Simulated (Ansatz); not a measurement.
# AsGe: the cost of one run

Program: Ansatz 0.2.0, Gaussian basis. Level of theory: def2-QZVPP, all electrons in the functionals, frozen cores in the correlation of double hybrids and RPA. These are calculated values, not measurements.

To be run: PBE, BLYP, r2SCAN, B97M-V, PBE0, B3LYP, wB97M-V, B2PLYP, at charge 1, triplet; charge 1, singlet; charge 1, quintet.

6 further runs of the same task are left out: 6 set aside as unsound or not needed.

### 1 What is computed

The geometry is a PBE0/def2-TZVP stationary point (not a proven minimum). No spin-orbit coupling is included. The filled d shell of Ge, As may be among the frozen orbitals whatever the setting's name suggests; the logs give the count.

2 atoms, charge 1, spin multiplicity 3.

Atoms are counted from 1 here; the program's logs count them from 0.

Bond lengths: Ge1–As2 2.405 Å.

No dispersion term is added; B97M-V, wB97M-V hold VV10 nonlocal correlation. B3LYP takes the VWN-RPA correlation.

The geometry shown and the zero of energy belong to the point charge 1, triplet. The yardstick, RCCSD(T), and other wave-function levels (R restricted, U unrestricted, valence and pair active spaces) come from earlier runs.

### 2 PBE, charge 1, triplet

in.yaml reads:

```yaml
crystal:
  periodic: [false, false, false]
  atoms:
    - {symbol: Ge, position_ang: [0.000000, 0.000000, 0.000000]}
    - {symbol: As, position_ang: [0.000000, 0.000000, 2.405300]}
basis:
  gaussian: {orbitals: "def2-QZVPP.json"}
total_charge: 1
magnetization: {spin_polarized: true, initial_magnetization: 2}
hamiltonian: {xc: {name: PBE}}
output: {orbitals: {seedname: orbitals}}
```

The run is started by

```
$ ansatz run in.yaml --threads 1 --pin off --events-out ev --progress --plain --max-ram 2393MiB
```

Q: Estimate wall time and peak memory on 1 thread of Arm Neoverse V1, shared host.

About 17 s, with a peak of 0.37 GiB.
